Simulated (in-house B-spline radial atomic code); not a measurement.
**Tl⁸⁺: RPA and G0W0 on different mean-field starts**

G0W0 and RPA are one-shot methods. How much does the choice of start matter for Tl⁸⁺?

The numbers are computed with an in-house B-spline radial atomic code, version 1 (RPA, second order, AC-SOSEX and G0W0 (contour deformation) on a non-relativistic mean field, all electrons; no spin-orbit coupling, Breit or QED terms), except any that are marked as measured or tabulated.

## (1) What is computed

| Item | Value |
| --- | --- |
| element | thallium (Z = 81) |
| charge | +8 |
| electrons | 73 |
| configuration | [Xe] 4f14 5d5 |
| Hamiltonian | non-relativistic, point nucleus |
| starts | Hartree-Fock, LDA (VWN5), PBE, PBE0, r2SCAN, HSE06, B3LYP, SCAN, TPSS, BHandHLYP, CAM-B3LYP, LC-ωPBE, ωB97X, PBEsol, BLYP, r2SCAN0, exchange-only LDA |

The outer shells:

Tl8+
```
[Xe] core
4f [↑↓][↑↓][↑↓][↑↓][↑↓][↑↓][↑↓]
5d [↑ ][↑ ][↑ ][↑ ][↑ ]
```

## (2) The run with the Hartree-Fock start

Settings, as recorded:

```ini
Z = 81
electrons = 73.0
configuration = [Xe] 4f14 5d5
hamiltonian = nr
method = hf
lmax = 9
spin_polarised = True
box_radius = 7.7
intervals = 52
```

Started as:

```bash
> python run_gw.py task.json out
```

task.json lists these runs, among others, and the program works through them in turn.

The runs that follow: The run with the LDA (VWN5) start; The run with the PBE start; The run with the PBE0 start; The run with the r2SCAN start; The run with the HSE06 start; The run with the B3LYP start; The run with the SCAN start; The run with the TPSS start; The run with the BHandHLYP start; The run with the CAM-B3LYP start; The run with the LC-ωPBE start; The run with the ωB97X start; The run with the PBEsol start; The run with the BLYP start; The run with the r2SCAN0 start; The run with the exchange-only LDA start.

Q: Predict the outcome of this session. Wanted: highest level, mean field; highest level, G0W0; RPA correlation energy; RPA+SOSEX.

As calculated:

| quantity | value |
| --- | --- |
| highest level, mean field (range over the runs) | -142.05 to -130.50 eV |
| highest level, G0W0 (range over the runs) | -142.57 to -142.22 eV |
| RPA correlation energy | -6.387 to -6.017 hartree |
| RPA+SOSEX | -4.6988 to -4.4243 hartree |
| tabulated theoretical ionisation energy (5d shell) | 135.00 ± 2 eV (NIST Atomic Spectra Database, ionization energies) |
| G0W0 removal energy less that value | +7.22 to +7.57 eV |

What this shows: The starts spread the highest level over 11.6 eV; after G0W0 0.35 eV remain, 3.0 % of that. Semilocal starts leave the level too high; G0W0 lowers it by 9.4 to 12 eV. The RPA energy is largest in size on LDA (VWN5) and smallest on Hartree-Fock, 5.8 % apart; over the runs it loosely follows the gap of the start, as smaller excitation energies give more correlation. All runs miss the tabulated theoretical ionisation energy, 135.00 ± 2 eV, by about +7.35 eV (+5.4 %), far more than they differ among themselves. Relativity is left out, and for this shell its effect can be as large as the miss, so the comparison tests the Hamiltonian as much as the method. Read as a removal energy, the bare PBE level is off by -2.98 eV (-2.2 %) and the nearest bare level, PBE0's, by -0.150 eV, nearer than G0W0, but by cancellation: self-interaction lowers its value while this Hamiltonian leaves the G0W0 value too high. For so heavy an element the non-relativistic levels are a model, not the real atom's.
